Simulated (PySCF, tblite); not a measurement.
# C₃H₉NO₃Si₂: geometry, infrared bands and NMR shifts

Aim: predict the infrared bands and NMR shifts of C₃H₉NO₃Si₂ (`C=NC[SiH2][Si@H](O)C(=O)O`).

The runs use tblite 0.8.0 and PySCF 2.14.0, with density-fitted response routines of our own; the level of theory stands in each step. All values are computed, except where a source is named. Atoms count from 0, in the outputs and in this text.

## Step 1: The starting structure

18 atoms, charge 0, multiplicity 1; geometry from: force field or distance geometry start.

Bonds of the start (Å): C0–N1 1.27, N1–C2 1.49, C2–Si3 1.86, Si3–Si4 2.33, Si4–O5 1.68, Si4–C6 1.89, C6–O7 1.21, C6–O8 1.36, C0–H9 1.10, C0–H10 1.11, C2–H11 1.11, C2–H12 1.08, Si3–H13 1.50, Si3–H14 1.50, Si4–H15 1.50, O5–H16 0.97, O8–H17 0.98.

## Step 2: Optimising the geometry with GFN2-xTB

What the job is given:

```
{"job": {"kind": "relax", "xc": "GFN2-xTB", "basis": "xTB"}, "charge": 0, "multiplicity": 1}
C     -2.386900     0.728400    -1.542500
N     -1.720500     0.675600    -0.459300
C     -1.456000    -0.719600    -0.010600
Si    -0.522800    -0.696000     1.594200
Si     1.338500     0.658000     1.250000
O      0.790300     2.140300     0.672500
C      2.410100    -0.308900     0.023000
O      1.913700    -0.753900    -0.990900
O      3.730200    -0.505700     0.284600
H     -2.753300    -0.159800    -2.086500
H     -2.654300     1.709900    -1.975800
H     -2.417500    -1.248900     0.134700
H     -0.890400    -1.250700    -0.764000
H     -0.113900    -2.085700     1.991200
H     -1.372600    -0.142700     2.702400
H      2.035000     0.891200     2.552400
H     -0.002300     2.077400     0.118400
H      4.064000    -1.002500    -0.492000
```

Started as:

```console
> OMP_NUM_THREADS=1 python probes_run.py task.json out
```

This one command runs all jobs of the session in turn.

**Question.** This job is followed by: GFN2-xTB harmonic vibrations, gas phase; GIAO PBE0/pcSseg-1 NMR shielding, non-relativistic, gas phase. Predict these results of the whole session: strongest single infrared mode (GFN2-xTB); zero-point energy (GFN2-xTB); 13C shifts against TMS (PBE0/pcSseg-1); 1H shifts against TMS (PBE0/pcSseg-1); 15N shifts against NH3 (PBE0/pcSseg-1); 29Si shifts against TMS (PBE0/pcSseg-1); 17O shifts against H2O (PBE0/pcSseg-1).

**Answer**, as computed:

| quantity | value |
| --- | --- |
| strongest single infrared mode (GFN2-xTB) | 2224 cm⁻¹, 434 km/mol |
| zero-point energy (GFN2-xTB) | 74.4 kcal/mol |
| 13C shifts against TMS (PBE0/pcSseg-1) | 186.6, 155.8, 54.5 ppm |
| 1H shifts against TMS (PBE0/pcSseg-1) | 7.69, 7.08, 6.64, 6.26, 5.56, 4.45, 4.08, 3.75, 3.68 ppm |
| 15N shifts against NH3 (PBE0/pcSseg-1) | 385.1 ppm |
| 29Si shifts against TMS (PBE0/pcSseg-1) | -31.7, -72.8 ppm |
| 17O shifts against H2O (PBE0/pcSseg-1) | 498.0, 243.3, 29.9 ppm |

Over 193 steps the energy fell by 0.636 eV; of the close pairs, C2–Si3 changed most, 1.857 to 1.940 Å. No mode is imaginary among the 48: a minimum at this level. The strongest single mode, at 2224 cm⁻¹, moves mainly H13 and H15. GFN2-xTB is a fitted tight-binding method: band positions and strengths are rough. Its intensities can rank the bands wrongly.
